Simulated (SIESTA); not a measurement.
MnGaGe:

```
Ge Ga Mn
1.0
     3.94596    0.00000    0.00000
     0.00000    3.94596    0.00000
     0.00000    0.00000    5.91088
Ge Ga Mn
2 2 2
Direct
  0.50000 0.00000 0.71905
  0.00000 0.50000 0.28095
  0.50000 0.00000 0.29623
  0.00000 0.50000 0.70377
  0.50000 0.50000 0.00000
  0.00000 0.00000 0.00000
```

The cell is a database's computed one.

```yaml
Program: SIESTA 5.4.2
Task: single point
Functional: PBEsol
Potentials_or_basis: PseudoDojo 0.4 standard (PBEsol files)
Basis: DZP (energy shift 0.003 Ry; two zetas on semicore shells)
Grid_cutoff: 800 Ry
Energy_shift: 0.003 Ry
k_mesh: 7 × 7 × 5
Occupations: fermi-dirac, width 0.05 eV
Spin: collinear spin, ferromagnetic start
Starting_moments: "[0.0, 0.0, 0.0, 0.0, 4.0, 4.0] μB"
```

On this cell: pressure -4.8 GPa; largest force 0.194 eV/Å; net moment 4.30 μB per cell; site moments Ge -0.16; Ga -0.13; Mn +2.44 μB; band gap on the k mesh none (metal or under the smearing width).

The same run follows on a disturbed copy (atoms moved at random, drawn with an rms of 0.05 Å):

```
Ge Ga Mn
1.0
     3.94596    0.00000    0.00000
     0.00000    3.94596    0.00000
     0.00000    0.00000    5.91088
Ge Ga Mn
2 2 2
Direct
  0.49775 0.99860 0.72309
  0.98889 0.49923 0.28347
  0.49630 0.00024 0.29021
  0.00690 0.48490 0.70393
  0.49677 0.50397 0.99706
  0.99720 0.99759 0.99547
```

What does the disturbed cell give?

The energy (extrapolated to zero smearing) moves by +4.2 meV/atom; pressure -4.6 GPa; largest force 0.480 eV/Å; net moment 4.26 μB per cell; site moments Ge -0.16, -0.15; Ga -0.14, -0.13; Mn +2.42 μB; band gap on the k mesh none (metal or under the smearing width).

Forces on the atoms (eV/Å):
```
Ge   0.106 -0.098 -0.369
Ge   0.162 -0.007 -0.451
Ga  -0.078  0.024  0.167
Ga  -0.175  0.232  0.133
Mn   0.002 -0.116  0.211
Mn  -0.018 -0.037  0.313
```

Stress tensor (GPa, compression positive):
```
-4.29 -0.06  0.22
-0.06 -4.30 -0.27
 0.22 -0.27 -5.21
```

Caveats: short orbitals over semicore shells can move pressures by several GPa; the basis of atomic orbitals isn't converged, which shifts pressures, moduli and gaps.
